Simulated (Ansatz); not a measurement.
# BH₆NOSi: basis-set convergence

Aim: see how fast density functionals converge with the basis set for BH₆NOSi.

Method: one geometry, several basis sets; program: Ansatz 0.2.0, Gaussian basis.

Plan: PBE0-D4/def2-SVP; ωB97M-V/def2-SVP; PBE0-D4/def2-QZVPP; ωB97M-V/def2-QZVPP; the functionals' def2-TZVPP values are taken from earlier runs.

### Step 1. The relaxed structure

An earlier PBE0-D4 in a triple-zeta def2 set relaxation fixed the geometry.

SMILES `NB[SiH2]O`, 10 atoms, charge 0, spin multiplicity 1.

Atoms are counted from 1 here; the program's logs count them from 0.

Bond lengths: N1–B2 1.386 Å, N1–H5 1.007 Å, N1–H6 1.007 Å, B2–Si3 2.019 Å, B2–H7 1.203 Å, Si3–O4 1.661 Å, Si3–H8 1.498 Å, Si3–H9 1.491 Å, O4–H10 0.958 Å. Angles: B2–N1–H5 123.3°, B2–N1–H6 123.5°, H5–N1–H6 113.1°, N1–B2–Si3 121.2°, N1–B2–H7 117.0°, Si3–B2–H7 121.7°, B2–Si3–O4 112.7°, B2–Si3–H8 109.6°, B2–Si3–H9 112.4°, O4–Si3–H8 110.4°, O4–Si3–H9 104.8°, H8–Si3–H9 106.7°, Si3–O4–H10 116.4°.

### Step 2. PBE0-D4 in def2-SVP

Input file in.yaml:

```yaml
crystal:
  periodic: [false, false, false]
  atoms:
    - {symbol: N, position_ang: [-1.326402, 1.347505, -0.014428]}
    - {symbol: B, position_ang: [-0.650406, 0.258503, -0.541826]}
    - {symbol: Si, position_ang: [0.723686, -0.746413, 0.542988]}
    - {symbol: O, position_ang: [2.131108, -1.015008, -0.296556]}
    - {symbol: H, position_ang: [-2.029705, 1.860668, -0.521308]}
    - {symbol: H, position_ang: [-1.161558, 1.710181, 0.910443]}
    - {symbol: H, position_ang: [-0.928585, -0.064627, -1.666259]}
    - {symbol: H, position_ang: [0.142010, -2.043827, 1.013304]}
    - {symbol: H, position_ang: [1.144482, 0.002389, 1.761710]}
    - {symbol: H, position_ang: [2.038373, -1.360573, -1.185070]}
basis:
  gaussian: {orbitals: def2-SVP}
hamiltonian: {xc: pbe0, dispersion: d4}
output: {orbitals: {seedname: orbitals}}
```

On the command line:

```sh
> ansatz run in.yaml --threads 2 --pin off --events-out ev --progress --plain --max-ram 4352MiB
```

The runs that follow: ωB97M-V in def2-SVP; PBE0-D4 in def2-QZVPP; ωB97M-V in def2-QZVPP.

**Question.** What will the summary of the whole plan be? Wanted: PBE0-D4: double and triple zeta above quadruple; ωB97M-V: double and triple zeta above quadruple.

The runs gave:

```
                                       quantity          value
PBE0-D4: double and triple zeta above quadruple  8.59, 0.53 eV
ωB97M-V: double and triple zeta above quadruple  8.77, 0.50 eV
```

What this shows: For PBE0-D4 the step from double to triple zeta gains 8.06 eV and the next only 0.53 eV. These are total energies; as a rule much of such shifts cancels in differences, which this series doesn't test. The LUMO of ωB97M-V is positive and keeps falling with the basis (1.60 to 0.96 eV): an unbound level that the basis holds in place.
